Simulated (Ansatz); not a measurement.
This script makes a scan of the bond length of FGe with Ansatz's Python interface.

Script `scan_fge.py`:
```python
# -*- coding: utf-8 -*-
"""Potential curve of FGe along one bond."""

import ansatz as az
from ase.data import atomic_masses, atomic_numbers
import numpy as np


def main():
    geometry_ang = [
        ("Ge", (0.0, 0.0, 0.0)),
        ("F", (0.0, 0.0, 1.775)),
    ]
    mol = az.Crystal.molecule()
    for symbol, xyz in geometry_ang:
        mol = mol.atom(symbol, xyz)

    symbols = [site.symbol for site in mol.cartesian_sites]
    start = np.array([site.position_ang for site in mol.cartesian_sites])
    axis = (start[1] - start[0]) / np.linalg.norm(start[1] - start[0])
    moving = [1]
    lengths, energies = [1.562, 1.633, 1.704, 1.775, 1.846, 1.917, 1.988, 2.094], []
    for length in lengths:
        xyz = start.copy()
        xyz[moving] += (length - np.linalg.norm(start[1] - start[0])) * axis
        point = az.Crystal.molecule()
        for symbol, place in zip(symbols, xyz):
            point = point.atom(symbol, place.tolist())
        setup = (
            point.calculation()
            .basis(gaussian="def2-SVP")
            .correlation("ccsd_t")
            .spin("collinear", total=1)
        )
        summary = setup.run(threads=1, backend="cpu").report
        energies.append(summary["free_energy_ev"])
        print(f"r = {length:6.3f} A  E = {energies[-1]:.5f} eV  <S^2> = {abs(summary['mean_field']['state']['spin_squared']):.3f}")

    # quartic fit about the minimum
    fit = np.polynomial.Polynomial.fit(lengths, np.array(energies) - min(energies), 4).convert()
    roots = [r.real for r in fit.deriv().roots() if abs(r.imag) < 1e-9 and fit.deriv(2)(r.real) > 0]
    r_e = min(roots, key=lambda r: abs(r - lengths[int(np.argmin(energies))]))
    print(f"minimum of the fit at {r_e:.4f} A, force constant {fit.deriv(2)(r_e):.2f} eV/A^2")
    m1, m2 = (atomic_masses[atomic_numbers[s]] for s in symbols)
    mu = m1 * m2 / (m1 + m2)
    print(f"harmonic wavenumber {521.4709 * np.sqrt(fit.deriv(2)(r_e) / mu):.0f} 1/cm, rotational constant {16.857629 / (mu * r_e ** 2):.4f} 1/cm")


if __name__ == "__main__":
    main()
```

From its runs, with one value withheld:

| r (Å) | E less the lowest row shown (eV) |
| --- | --- |
| 1.562 | 0.7529 |
| 1.633 | ? |
| 1.704 | 0.0449 |
| 1.775 | 0.0000 |
| 1.846 | 0.0798 |
| 1.917 | 0.2450 |
| 1.988 | 0.4672 |

What is the missing energy at 1.633 Å?

A cubic in 1/r through the 6 rows shown, E = -2.0975 +83.2606/r -273.7755/r² +235.3578/r³ (eV, Å), gives 0.2706 eV at 1.633 Å. The run gave 0.2698 eV, a miss of 0.8 meV.

What to keep in mind:
- The basis set is modest, and single-reference methods fail as a bond breaks.
- The species is open-shell (spin multiplicity 2).
- S² is that of the Hartree-Fock reference.
- The spin state was assumed, and another may lie lower.
- By the engine's processor time: 83 s on 1 thread of AMD EPYC (Zen 3) (shared host), peak memory 0.2 GiB.

(A comment or docstring line of the script was reworded after the run, the code is as it ran.)
